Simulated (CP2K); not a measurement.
**C2H2BClO (SMILES ClBC1=CO1): a first try and a second**

Wanted: energy and forces of C2H2BClO, PM6.

Program for the calculation: CP2K 2026.2.

1 further run of the same task is left out (it didn't finish).

## 1. The molecule

The species is C2H2BClO (7 atoms), meant as a singlet with charge 0. SMILES: `ClBC1=CO1`. The coordinates come from a GFN2-xTB relaxation. This is one conformer, not always the lowest.

Bond lengths: Cl1–B2 1.703 Å, B2–C3 1.481 Å, C3–C4 1.306 Å, C4–O5 1.317 Å, B2–H6 1.172 Å, C4–H7 1.067 Å. Angles: Cl1–B2–C3 121.4°, B2–C3–C4 173.1°, C3–C4–O5 76.4°, Cl1–B2–H6 120.7°, C3–B2–H6 117.9°, C3–C4–H7 151.8°, O5–C4–H7 131.8°. A long bond or contact: C3–O5 1.622 Å.

## 2. Try one

Input file molecule.xyz:

```xyz
7

Cl    -2.079990     0.578100     1.405160
B     -0.615490    -0.244280     1.121860
C      0.152910    -0.042160    -0.127410
C      0.942820     0.047520    -1.163490
O     -0.054030     0.854530    -1.463460
H     -0.178030    -0.981660     1.920980
H      1.831810    -0.212040    -1.693640
```

Input file run.inp:

```
&GLOBAL
    PROJECT run
    RUN_TYPE ENERGY_FORCE
    PRINT_LEVEL MEDIUM
&END GLOBAL

&FORCE_EVAL
    METHOD QS
    &DFT
        CHARGE 0
        MULTIPLICITY 1
        # Quickstep
        &QS
            METHOD PM6
            EPS_DEFAULT 1.0E-10
            &SE
                &COULOMB
                    CUTOFF [angstrom] 50
                    RC_RANGE [angstrom] 0
                &END COULOMB
                &EXCHANGE
                    CUTOFF [angstrom] 50
                    RC_RANGE [angstrom] 0
                &END EXCHANGE
            &END SE
        &END QS
        # cluster boundary conditions
        &POISSON
            PERIODIC NONE
            POISSON_SOLVER ANALYTIC
        &END POISSON
        # self-consistent field
        &SCF
            SCF_GUESS ATOMIC
            EPS_SCF 1.0E-07
            MAX_SCF 150
            &DIAGONALIZATION
                ALGORITHM STANDARD
            &END DIAGONALIZATION
            &MIXING
                METHOD DIRECT_P_MIXING
                ALPHA 0.4
            &END MIXING
        # extra output
        &PRINT
            &MOMENTS
                PERIODIC F
                REFERENCE COM
                MAX_MOMENT 1
            &END MOMENTS
            &MO ON
                ENERGIES T
                OCCUPATION_NUMBERS T
                NDIGITS 6
                &EACH
                    QS_SCF 0
                &END EACH
                ADD_LAST NUMERIC
            &END MO
            &HIRSHFELD OFF
            &END HIRSHFELD
        &END PRINT
    &END DFT
    &SUBSYS
        &CELL
            ABC [angstrom] 15.9 13.8 15.6
            PERIODIC NONE
        &END CELL
        &TOPOLOGY
            COORD_FILE_NAME molecule.xyz
            COORD_FILE_FORMAT XYZ
            &CENTER_COORDINATES
            &END CENTER_COORDINATES
        &END TOPOLOGY
    &END SUBSYS
    &PRINT
        &FORCES ON
        &END FORCES
    &END PRINT
&END FORCE_EVAL
```

Launch:

```bash
$ OMP_NUM_THREADS=1 cp2k.psmp -i run.inp -o run.out
```

The log of the run:

```text
Possible matches for unknown subsection

 MOMENTS

   subsection MOMENTS in section %__ROOT__%FORCE_EVAL%DFT%ENERGY_CORRECTION%PRINT score:  110
   subsection MOMENTS in section %__ROOT__%FORCE_EVAL%DFT%REAL_TIME_PROPAGATION%PRINT score:  110
   subsection MOMENTS in section %__ROOT__%FORCE_EVAL%DFT%PRINT score:  110
   subsection MOMENTS_FT in section %__ROOT__%FORCE_EVAL%DFT%REAL_TIME_PROPAGATION%PRINT score:  107
   enum SILENT in section %__ROOT__%GLOBAL%PRINT for keyword _SECTION_PARAMETERS_ score:  106

 *******************************************************************************
 *   ___                                                                       *
 *  /   \                                                                      *
 * [ABORT]                                                                     *
 *  \___/               unknown subsection MOMENTS of section PRINT            *
 *    |                                                                        *
 *  O/|                                                                        *
 * /| |                                                                        *
 * / \                                               input/input_parsing.F:192 *
 *******************************************************************************

 ===== Routine Calling Stack =====

            6 section_vals_parse
            5 section_vals_parse
            4 section_vals_parse
            3 section_vals_parse
            2 section_vals_parse
            1 read_input

Program received signal SIGABRT: Process abort signal.

Backtrace for this error:
#0  0x4ef2e406f957 in ???
#1  0x4ef304924cac in __pthread_kill_implementation
#2  0x4ef3048cbfb7 in raise
#3  0x4ef3048b5d37 in abort
#4  0x4ef2e4742d83 in ???
#5  0x4ef2e4744297 in ???
#6  0x4ef2e48b3e77 in ???
#7  0x4ef2e48b38f7 in ???
#8  0x4ef2e48b38f7 in ???
#9  0x4ef2e48b38f7 in ???
#10  0x4ef2e48b38f7 in ???
#11  0x4ef2e4189807 in ???
#12  0x4ef2e49f4e8b in ???
#13  0x4ef2e49f9d0b in ???
#14  0x4ef2e4110db3 in ???
#15  0x4ef2e410ef13 in ???
#16  0x4ef3048b6573 in __libc_start_call_main
#17  0x4ef3048b6657 in __libc_start_main_impl
#18  0x4ef2e410f06f in ???
#19  0xffffffffffffffff in ???
```

Wall time 0.46 s (1 thread of Arm Neoverse N1, shared host); peak memory 0.13 GiB.

## 3. Reading the log

The program refused the input.

The log says `\___/               unknown subsection MOMENTS of section PRINT`. The fault: a section of the input isn't closed.

## 4. Try two

molecule.xyz is that of step 2.

Input file job.inp:

```
&GLOBAL
    PROJECT_NAME job
    RUN_TYPE ENERGY_FORCE
    PRINT_LEVEL HIGH
&END

&FORCE_EVAL
    METHOD QS
    &DFT
        CHARGE 0
        MULTIPLICITY 1
        &QS
            METHOD PM6
            EPS_DEFAULT 1.0E-10
            &SE
                &COULOMB
                    CUTOFF [angstrom] 50
                    RC_RANGE [angstrom] 0
                &END
                &EXCHANGE
                    CUTOFF [angstrom] 50
                    RC_RANGE [angstrom] 0
                &END
            &END
        &END
        &POISSON
            PERIODIC NONE
            POISSON_SOLVER ANALYTIC
        &END
        &SCF
            SCF_GUESS ATOMIC
            EPS_SCF 1.0E-07
            MAX_SCF 150
            &DIAGONALIZATION
                ALGORITHM STANDARD
            &END
            &MIXING
                METHOD DIRECT_P_MIXING
                ALPHA 0.4
            &END
        &END
        &PRINT
            &MOMENTS
                PERIODIC F
                REFERENCE COM
                MAX_MOMENT 1
            &END
            &MO ON
                ENERGIES T
                OCCUPATION_NUMBERS T
                NDIGITS 6
                &EACH
                    QS_SCF 0
                &END
                ADD_LAST NUMERIC
            &END
            &HIRSHFELD OFF
            &END
        &END
    &END
    &SUBSYS
        &CELL
            ABC [angstrom] 15.9 13.8 15.6
            PERIODIC NONE
        &END
        &TOPOLOGY
            COORD_FILE_NAME molecule.xyz
            COORD_FILE_FORMAT XYZ
            &CENTER_COORDINATES
            &END
        &END
    &END
    &PRINT
        &FORCES ON
        &END
    &END
&END
```

Launch:

```bash
$ OMP_NUM_THREADS=1 cp2k.psmp -i job.inp -o job.out
```

The log of the run, cut to the lines that bear on the results:

```text
CP2K| version string:                                       CP2K version 2026.2
[...]
 GLOBAL| Method name                                                        CP2K
[...]
 GLOBAL| Run type                                                   ENERGY_FORCE
[...]
                             - Atoms:                                          7
[...]
                             - Spherical basis functions:                     27
[...]
 Number of electrons:                                                         26
[...]
     1 P_Mix/Diag. 0.40E+00    0.0     0.68778226       -26.8132814360 -2.68E+01
[...]
    22 DIIS/Diag.  0.38E-07    0.0     0.00000009       -31.9903933892  4.26E-14
  *** SCF run converged in    22 steps ***
  Core-core repulsion energy [eV]:                           1537.97565230732494
  Core Hamiltonian energy [eV]:                             -1399.49925927672643
  Two-electron integral energy [eV]:                        -2017.95853453063705
  Electronic energy [eV]:                                   -2408.47852654204507
  Total energy [eV]:                                         -870.50287423472025
  Atomic reference energy [eV]:                               871.53440537394215
  Heat of formation [kcal/mol]:                                23.78767506081310
[...]
 *** WARNING in qs_scf_post_se.F:661 :: TOT_DENSITY_CUBE  not implemented ***
 *** for Semi-Empirical calculations!                                     ***
 *** WARNING in qs_scf_post_se.F:667 :: E_DENSITY_CUBE not implemented for ***
 *** Semi-Empirical calculations!                                          ***
[...]
 SE_DIPOLE| Moment [Debye]         -2.61090945       1.51709704       0.26687555
 SE_DIPOLE| Derivative [a.u.]       0.00000000       0.00000000       0.00000000
 *** WARNING in qs_scf_post_se.F:140 :: Printing of MO cube files not ***
 *** implemented for Semi-Empirical method.                           ***
 *** WARNING in qs_scf_post_se.F:154 :: DFT+U not available for ***
 *** Semi-Empirical method.                                     ***
[...]
 ENERGY| Total FORCE_EVAL ( QS ) energy [hartree]            -31.990393389161746
[...]
```

Wall time 0.42 s (1 thread of Arm Neoverse N1, shared host); peak memory 0.14 GiB.

## 5. What came out

At PM6:

```
                                 quantity          value
                             total energy   -31.99039 Eh
                            dipole moment         3.03 D
                              HOMO energy       -9.41 eV
heat of formation at this unrelaxed shape  23.8 kcal/mol
                 largest force on an atom     2.592 eV/Å
```

What this shows: The largest force is 2.59 eV/Å: the shape isn't a stationary point for this species at this level.
